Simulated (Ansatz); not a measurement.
# BrFGe2H6: the cost of one run

Method: RHF/def2-SVP, in Ansatz 0.2.0.

### Step 1. The system as given

Bond lengths: Ge1–Ge2 2.750 Å, Ge2–H3 1.550 Å, Ge2–H4 1.550 Å, Ge2–H5 1.550 Å, Ge1–H6 1.550 Å, Ge1–H7 1.549 Å, Ge1–F8 1.679 Å, Ge1–Br9 2.700 Å, Ge2–H10 1.648 Å, Br9–H10 1.665 Å. Angles (14 of 22 angles, heavy atoms first): Ge2–Ge1–F8 109.5°, Ge2–Ge1–Br9 71.6°, F8–Ge1–Br9 70.0°, Ge1–Ge2–H3 109.5°, Ge1–Ge2–H4 109.5°, Ge1–Ge2–H5 109.5°, Ge1–Ge2–H10 69.3°, Ge2–Ge1–H6 109.5°, Ge2–Ge1–H7 109.5°, H6–Ge1–F8 109.5°, H6–Ge1–Br9 178.9°, H7–Ge1–F8 109.5°, H7–Ge1–Br9 70.0°, Ge1–Br9–H10 70.6°.

Coordinates:

```xyz
10

Ge    0.0000    0.0000    0.0000
Ge    0.0000    0.0000    2.7500
H    -1.3958   -0.4318    3.2674
H     1.0719   -0.9929    3.2674
H     0.3240    1.4247    3.2674
H     1.4616    0.0000   -0.5162
H    -0.7300    1.2648   -0.5162
F    -0.7913   -1.3709   -0.5594
Br   -2.5623    0.0000    0.8514
H    -1.5420    0.0000    2.1674
```

### Step 2. A restrained relaxation towards end A

Springs on the bonds that form and break draw the guess towards this end; the thresholds are loose.

Contents of input.yaml:

```yaml
crystal:
  periodic: [false, false, false]
  atoms:
    - { symbol: Ge, position_ang: [0.0, 0.0, 0.0] }
    - { symbol: Ge, position_ang: [0.0, 0.0, 2.75] }
    - { symbol: H, position_ang: [-1.3958, -0.4318, 3.2674] }
    - { symbol: H, position_ang: [1.0719, -0.9929, 3.2674] }
    - { symbol: H, position_ang: [0.324, 1.4247, 3.2674] }
    - { symbol: H, position_ang: [1.4616, 0.0, -0.5162] }
    - { symbol: H, position_ang: [-0.73, 1.2648, -0.5162] }
    - { symbol: F, position_ang: [-0.7913, -1.3709, -0.5594] }
    - { symbol: Br, position_ang: [-2.5623, 0.0, 0.8514] }
    - { symbol: H, position_ang: [-1.542, 0.0, 2.1674] }
basis:
  gaussian: { orbitals: def2-SVP }
hamiltonian:
  xc: hf
relax:
  f_tol: 0.15
  max_steps: 25
  restrain:
    - { distance: [0, 8], at: 3.6, k: 30.0 }
    - { distance: [9, 1], at: 2.75, k: 30.0 }
    - { distance: [0, 1], at: 2.4, k: 30.0 }
    - { distance: [9, 8], at: 1.55, k: 30.0 }
```

Run with:

```sh
$ ansatz run input.yaml --threads 4 --pin off --max-ram 5120MiB --backend cpu --events-out ev --progress --plain --runs-dir out
```

**Question.** How long does this run take on 4 threads of Arm Neoverse N1, shared host, and how much memory does it need?

About 71 s, with a peak of 0.44 GiB.
